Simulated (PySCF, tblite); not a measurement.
# C6H9N: geometry, infrared bands and NMR shifts

Wanted: the infrared bands and NMR shifts of C6H9N (`[H]/N=C/C(C=C)C=C`), by calculation.

Computed with tblite 0.8.0 and PySCF 2.14.0, with density-fitted response routines of our own, on a single molecule in the gas phase. Atoms count from 0, in the outputs and in this text.

## Step 1: The molecule as given

16 atoms, charge 0, multiplicity 1; geometry from: force field or distance geometry start.

Bonds of the start (Å): C0–C1 1.36, C1–C2 1.49, C2–C3 1.52, C3–C4 1.35, C2–C5 1.53, C5–N6 1.30, C0–H7 1.08, C0–H8 1.09, C1–H9 1.08, C2–H10 1.10, C3–H11 1.08, C4–H12 1.09, C4–H13 1.07, C5–H14 1.11, N6–H15 1.03.

## Step 2: Geometry optimisation with GFN2-xTB

What the job is given:

```
{"job": {"kind": "relax", "xc": "GFN2-xTB", "basis": "xTB"}, "charge": 0, "multiplicity": 1}
C      2.144600    -0.943800     0.819700
C      1.341100    -0.243400    -0.021300
C     -0.085200     0.090900     0.263900
C     -1.017300    -0.508100    -0.769600
C     -1.979800    -1.408800    -0.477500
C     -0.265300     1.609500     0.239600
N     -0.013600     2.350000    -0.800000
H      3.175100    -1.142400     0.560500
H      1.780200    -1.325900     1.771300
H      1.756800     0.109500    -0.949000
H     -0.379700    -0.238100     1.266800
H     -0.886900    -0.192100    -1.790600
H     -2.613600    -1.800200    -1.266700
H     -2.150700    -1.768600     0.520600
H     -0.613700     2.087700     1.180500
H     -0.199700     3.332800    -0.559600
```

Command:

```
> OMP_NUM_THREADS=1 python probes_run.py task.json out
```

This one command runs all jobs of the session in turn.

**Question.** This job is followed by: GFN2-xTB harmonic vibrations, gas phase; GIAO PBE0/pcSseg-1 NMR shielding, non-relativistic, gas phase. Predict these results of the whole session: strongest single infrared mode (GFN2-xTB); zero-point energy (GFN2-xTB); ¹³C shifts against TMS (PBE0/pcSseg-1, means over atoms taken as alike); ¹H shifts against TMS (PBE0/pcSseg-1, means over atoms taken as alike); ¹⁵N shifts against NH3 (PBE0/pcSseg-1).

**Answer**, as computed:

```
                                                               quantity                                    value
                              strongest single infrared mode (GFN2-xTB)                    2818 cm⁻¹, 147 km/mol
                                           zero-point energy (GFN2-xTB)                            82.3 kcal/mol
¹³C shifts against TMS (PBE0/pcSseg-1, means over atoms taken as alike)            180.1, 150.8, 119.2, 65.0 ppm
 ¹H shifts against TMS (PBE0/pcSseg-1, means over atoms taken as alike)  11.34, 8.83, 6.53, 5.30, 5.24, 3.35 ppm
                                 ¹⁵N shifts against NH3 (PBE0/pcSseg-1)                                364.7 ppm
```

Relaxing lowered the energy by 0.237 eV in 31 steps; the close pair that moved most is C5–N6, from 1.301 to 1.253 Å. The lowest mode is imaginary (63i cm⁻¹), so the xTB geometry is not a minimum. The strongest single mode, at 2818 cm⁻¹, moves mainly H14. GFN2-xTB is a fitted tight-binding method: band positions and strengths are rough. Its intensities can rank the bands wrongly. At PBE0/pcSseg-1: Shielding is most anisotropic at N6 (span 702 ppm, paramagnetic term -418 ppm).
